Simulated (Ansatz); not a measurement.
# C6H5Cl: the cost of one run

Computed with Ansatz 0.2.0 (the levels named in each step, unless a step's input says otherwise).

### 1 The structure to begin with

Bond lengths: Cl1–C2 1.731 Å, C2–C3 1.385 Å, C3–C4 1.384 Å, C4–C5 1.385 Å, C5–C6 1.385 Å, C2–C7 1.385 Å, C6–C7 1.384 Å, C3–H8 1.079 Å, C4–H9 1.080 Å, C5–H10 1.079 Å, C6–H11 1.080 Å, C7–H12 1.079 Å. Angles (14 of 18 angles, heavy atoms first): Cl1–C2–C3 119.5°, Cl1–C2–C7 119.5°, C3–C2–C7 121.0°, C2–C3–C4 119.2°, C3–C4–C5 120.4°, C4–C5–C6 119.9°, C5–C6–C7 120.4°, C2–C7–C6 119.2°, C2–C3–H8 120.0°, C4–C3–H8 120.8°, C3–C4–H9 119.5°, C5–C4–H9 120.2°, C4–C5–H10 120.1°, C6–C5–H10 120.0°.

Coordinates:

```xyz
12

Cl    2.1447    0.1514    0.0015
C     0.4180    0.0294    0.0025
C    -0.3471    1.1843    0.0166
C    -1.7272    1.0796    0.0140
C    -2.3345   -0.1647   -0.0048
C    -1.5585   -1.3115   -0.0179
C    -0.1773   -1.2213   -0.0172
H     0.1340    2.1498    0.0312
H    -2.3279    1.9765    0.0254
H    -3.4112   -0.2409   -0.0081
H    -2.0273   -2.2838   -0.0306
H     0.4346   -2.1096   -0.0305
```

### 2 A rough first relaxation, PBE-D4/def2-SVP

This run stands in another session on the same molecule. It ended at:

```xyz
12

Cl    2.1783    0.1537    0.0035
C     0.4360    0.0308    0.0008
C    -0.3392    1.2017    0.0164
C    -1.7380    1.0942    0.0139
C    -2.3561   -0.1663   -0.0039
C    -1.5671   -1.3274   -0.0194
C    -0.1671   -1.2374   -0.0172
H     0.1568    2.1824    0.0303
H    -2.3487    2.0099    0.0261
H    -3.4535   -0.2437   -0.0058
H    -2.0431   -2.3198   -0.0335
H     0.4618   -2.1388   -0.0293
```

### 3 Relaxation, r2SCAN-D4/def2-TZVPP

File input.yaml:

```yaml
crystal:
  periodic: [false, false, false]
  atoms:
    - { symbol: Cl, position_ang: [2.17833637, 0.15370585, 0.00352557] }
    - { symbol: C, position_ang: [0.43603997, 0.03075855, 0.00075485] }
    - { symbol: C, position_ang: [-0.33923483, 1.20168814, 0.01640331] }
    - { symbol: C, position_ang: [-1.7380208, 1.09416545, 0.01394959] }
    - { symbol: C, position_ang: [-2.35613121, -0.16627828, -0.00392012] }
    - { symbol: C, position_ang: [-1.56707591, -1.3274184, -0.0194244] }
    - { symbol: C, position_ang: [-0.16705268, -1.23743833, -0.0172152] }
    - { symbol: H, position_ang: [0.15678311, 2.18241713, 0.03026442] }
    - { symbol: H, position_ang: [-2.34869466, 2.00985976, 0.02614505] }
    - { symbol: H, position_ang: [-3.45351831, -0.24372558, -0.00575321] }
    - { symbol: H, position_ang: [-2.04305183, -2.31979675, -0.0335173] }
    - { symbol: H, position_ang: [0.46182078, -2.13878756, -0.02930258] }
basis:
  gaussian: { orbitals: def2-TZVPP }
hamiltonian:
  xc: r2scan
  dispersion: d4
relax:
  f_tol: 0.002
  max_steps: 150
```

The run is started by

```
ansatz run input.yaml --threads 4 --pin off --max-ram 10240MiB --backend cpu --events-out ev --progress --plain --runs-dir out
```

**Question.** How long does this run take on 4 threads of Intel Xeon at 2.50GHz (Skylake/Cascade Lake), shared host, and how much memory does it need?

About 74 s, with a peak of 0.52 GiB.
